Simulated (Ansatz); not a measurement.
# C2H7ClFN2Ta: how energies converge with the basis set

An exercise on one series of results from a longer session: the logs are not shown, and one member is left open.

Computed with Ansatz 0.2.0, Gaussian basis. Level: one geometry, several basis sets.

Plan: PBE0-D4/def2-SVP; ωB97M-V/def2-SVP; PBE0-D4/def2-QZVPP; ωB97M-V/def2-QZVPP; the functionals' def2-TZVPP values are taken from earlier runs.

### Structure used throughout

The geometry comes from an earlier relaxation with PBE0-D4 in a triple-zeta def2 set; it is a stationary point, not always the lowest conformer. Ta takes the def2 core potential; no spin-orbit term is included.

14 atoms, charge 0, spin multiplicity 1.

Atoms are counted from 1 here; the program's logs count them from 0.

Bond lengths: C1–N2 1.455 Å, C1–H8 1.097 Å, C1–H9 1.096 Å, C1–H10 1.096 Å, N2–C3 1.446 Å, N2–Ta4 1.956 Å, C3–H11 1.088 Å, C3–H12 1.097 Å, C3–H13 1.097 Å, Ta4–N5 1.761 Å, Ta4–F6 1.893 Å, Ta4–Cl7 2.327 Å, N5–H14 1.006 Å. Angles: N2–C1–H8 111.4°, N2–C1–H9 110.9°, N2–C1–H10 111.0°, H8–C1–H9 107.2°, H8–C1–H10 107.5°, H9–C1–H10 108.7°, C1–N2–C3 112.5°, C1–N2–Ta4 115.9°, C3–N2–Ta4 131.6°, N2–C3–H11 109.9°, N2–C3–H12 110.6°, N2–C3–H13 110.7°, H11–C3–H12 108.8°, H11–C3–H13 108.9°, H12–C3–H13 107.7°, N2–Ta4–N5 103.9°, N2–Ta4–F6 108.8°, N2–Ta4–Cl7 108.8° and more.

Set-up of the first run:

in.yaml

```yaml
crystal:
  periodic: [false, false, false]
  atoms:
    - {symbol: C, position_ang: [0.356621, -1.577428, 0.539736]}
    - {symbol: N, position_ang: [0.089711, -0.311495, -0.126982]}
    - {symbol: C, position_ang: [0.297228, -0.384523, -1.556265]}
    - {symbol: Ta, position_ang: [-0.484469, 1.158048, 1.029323]}
    - {symbol: N, position_ang: [-0.776529, 2.487799, -0.087668]}
    - {symbol: F, position_ang: [-2.061383, 0.639686, 1.939776]}
    - {symbol: Cl, position_ang: [1.234384, 1.660831, 2.515744]}
    - {symbol: H, position_ang: [0.185932, -1.503650, 1.620518]}
    - {symbol: H, position_ang: [1.399433, -1.883273, 0.395945]}
    - {symbol: H, position_ang: [-0.297887, -2.368827, 0.156437]}
    - {symbol: H, position_ang: [0.079278, 0.578729, -2.012632]}
    - {symbol: H, position_ang: [1.335667, -0.656681, -1.782995]}
    - {symbol: H, position_ang: [-0.353322, -1.145965, -2.004734]}
    - {symbol: H, position_ang: [-1.004652, 3.306737, -0.626183]}
basis:
  gaussian: {orbitals: def2-SVP}
hamiltonian: {xc: pbe0, dispersion: d4}
output: {orbitals: {seedname: orbitals}}
```

Steps of the session up to this table: PBE0-D4 in def2-SVP; ωB97M-V in def2-SVP; PBE0-D4 in def2-QZVPP; ωB97M-V in def2-QZVPP.

One of the session's tables, all rows but one given; the rest of the session is left out.

It belongs to the step «Density functionals: the series». 

```
functional       basis  HOMO (eV)
   PBE0-D4    def2-SVP      -7.31
   PBE0-D4  def2-TZVPP      -7.36
   PBE0-D4  def2-QZVPP      -7.38
   ωB97M-V    def2-SVP      -9.54
   ωB97M-V  def2-TZVPP          ?
   ωB97M-V  def2-QZVPP      -9.63
```

Estimate the missing values for ωB97M-V, def2-TZVPP.

As computed: HOMO (eV): -9.60. In the column «HOMO (eV)» it lies between ωB97M-V, def2-QZVPP (-9.63) and ωB97M-V, def2-SVP (-9.54).
